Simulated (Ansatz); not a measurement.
# BrH3S: the cost of one run

The runs use Ansatz 0.2.0, Gaussian basis; PBE0-D4 structure, single points in def2-TZVPPD.

Levels: PBE-D4, revPBE-D4, BLYP-D4, r2SCAN-D4, B97M-V, PBE0-D4, B3LYP-D4, HSE06-D4, wB97X-V, wB97M-V, B2PLYP, Hartree-Fock, MP2, CCSD, CCSD(T). The reference is CCSD(T) extrapolated to the basis limit. For elements past Ar these valence bases correlate outer-core shells poorly and lack relativity, so that limit is rough.

Correlated methods freeze the cores. Filled d shells of the heavier atoms are correlated. B3LYP uses VWN-RPA correlation. B2PLYP carries no dispersion term here.

176 further runs of the same task are left out: 176 set aside as unsound or not needed.

## Step 1: The system as given

The pair, from a GFN2-xTB docking trial: 5 atoms, charge 0, spin multiplicity 1.

Atoms are counted from 1 here; the program's logs count them from 0.

Bond lengths: Br1–H2 1.401 Å, S3–H4 1.324 Å, S3–H5 1.323 Å. Angles: H4–S3–H5 92.0°.

Geometry (Å):

```xyz
5
charge 0, multiplicity 1
Br   -0.19880    0.87910   -2.00900
H    -0.25080   -0.50460   -2.22020
S     0.57060   -0.55240    1.53650
H     0.61530    0.64220    0.96710
H    -0.73620   -0.46430    1.72570
```

Atoms 1 to 2 are fragment A (HBr), the rest fragment B (H2S).

## Step 2: A first relaxation in a small basis

File pre/in.yaml:

```yaml
crystal:
  periodic: [false, false, false]
  atoms:
    - {symbol: Br, position_ang: [-0.198800, 0.879100, -2.009000]}
    - {symbol: H, position_ang: [-0.250800, -0.504600, -2.220200]}
    - {symbol: S, position_ang: [0.570600, -0.552400, 1.536500]}
    - {symbol: H, position_ang: [0.615300, 0.642200, 0.967100]}
    - {symbol: H, position_ang: [-0.736200, -0.464300, 1.725700]}
basis:
  gaussian: {orbitals: def2-SVP}
hamiltonian: {xc: pbe, dispersion: d4}
relax: {f_tol: 0.03, max_steps: 250}
```

Launch:

```
$ ansatz run in.yaml --threads 2 --pin off --events-out ev --progress --plain --max-ram 5222MiB
```

**Question.** How long does this run take on 2 threads of Arm Neoverse V2, shared host?

About 6.5 s.
